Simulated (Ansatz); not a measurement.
# CH5FSeSi2: up Jacob's ladder to CCSD(T)

An exercise on one series of results from a longer session: the logs are not shown, and one member is left open.

Method: functionals in def2-TZVPP, the program's frozen cores in correlated methods; program: Ansatz 0.2.0, Gaussian basis.

The runs, in order: PBE-D4, r2SCAN-D4, PBE0-D4, B3LYP-D4, ωB97X-V, ωB97M-V, B2PLYP; CCSD(T)/def2-TZVPP; MP2/def2-QZVPP; extrapolation to the limit.

## The geometry

An earlier PBE0-D4 in a triple-zeta def2 set relaxation fixed the geometry.

SMILES `F[SiH]1C[SiH2][Se]1`, 10 atoms, charge 0, spin multiplicity 1.

Atoms are counted from 1 here; the program's logs count them from 0.

Bond lengths: F1–Si2 1.598 Å, Si2–C3 1.865 Å, Si2–Se5 2.271 Å, Si2–H6 1.481 Å, C3–Si4 1.882 Å, C3–H7 1.092 Å, C3–H8 1.092 Å, Si4–Se5 2.298 Å, Si4–H9 1.485 Å, Si4–H10 1.484 Å. Angles: F1–Si2–C3 111.8°, F1–Si2–Se5 112.3°, F1–Si2–H6 105.8°, C3–Si2–Se5 96.7°, C3–Si2–H6 117.0°, Se5–Si2–H6 113.3°, Si2–C3–Si4 94.2°, Si2–C3–H7 112.2°, Si2–C3–H8 114.0°, Si4–C3–H7 113.2°, Si4–C3–H8 113.7°, H7–C3–H8 109.0°, C3–Si4–Se5 95.3°, C3–Si4–H9 114.5°, C3–Si4–H10 113.8°, Se5–Si4–H9 112.1°, Se5–Si4–H10 111.5°, H9–Si4–H10 109.1° and more.

The first run:

The input, in.yaml:

```yaml
crystal:
  periodic: [false, false, false]
  atoms:
    - {symbol: F, position_ang: [-1.969756, 1.426681, 0.922337]}
    - {symbol: Si, position_ang: [-0.415890, 1.112137, 0.722412]}
    - {symbol: C, position_ang: [-0.091878, -0.719693, 0.587428]}
    - {symbol: Si, position_ang: [0.571266, -0.612131, -1.170971]}
    - {symbol: Se, position_ang: [0.312963, 1.663524, -1.356823]}
    - {symbol: H, position_ang: [0.285755, 1.842152, 1.802683]}
    - {symbol: H, position_ang: [-1.008245, -1.308560, 0.666686]}
    - {symbol: H, position_ang: [0.636091, -1.096037, 1.308515]}
    - {symbol: H, position_ang: [-0.232274, -1.348938, -2.178781]}
    - {symbol: H, position_ang: [1.995267, -1.010438, -1.300488]}
basis:
  gaussian: {orbitals: def2-TZVPP}
hamiltonian: {xc: pbe, dispersion: d4}
output: {forces: true, orbitals: {seedname: orbitals}}
```

The run is started by

```sh
$ ansatz run in.yaml --threads 4 --pin off --events-out ev --progress --plain --max-ram 10444MiB
```

Steps of the session up to this table: PBE-D4 (GGA); r2SCAN-D4 (meta-GGA); PBE0-D4 (hybrid); B3LYP-D4 (hybrid); ωB97X-V (range-separated); ωB97M-V (range-separated); B2PLYP (double hybrid); CCSD(T) in def2-TZVPP; MP2 in def2-QZVPP.

One of the session's tables, all rows but one given; the rest of the session is left out.

It belongs to the step «Atomisation energies». 

| method | atomisation energy (kcal/mol) |
| --- | --- |
| PBE-D4 | 861.6 |
| r2SCAN-D4 | 859.5 |
| PBE0-D4 | 853.1 |
| B3LYP-D4 | 849.3 |
| ωB97X-V | 861.5 |
| ωB97M-V | 856.4 |
| B2PLYP | 841.8 |
| HF/def2-TZVPP | 636.6 |
| MP2/def2-TZVPP | 848.4 |
| CCSD/def2-TZVPP | 820.4 |
| CCSD(T)/def2-TZVPP | ? |
| MP2/CBS | 875.0 |
| CCSD(T)/CBS | 859.7 |

Q: Estimate the row for CCSD(T)/def2-TZVPP from the others.

The run gave: atomisation energy (kcal/mol): 833.1. In the column «atomisation energy (kcal/mol)» it lies between CCSD/def2-TZVPP (820.4) and B2PLYP (841.8).

To keep in mind: Free atoms (1 F, 2 Si, 1 C, 1 Se, 5 H) were run apart at each level; the atomisation energy is their sum less the molecule, without zero-point or spin-orbit terms.
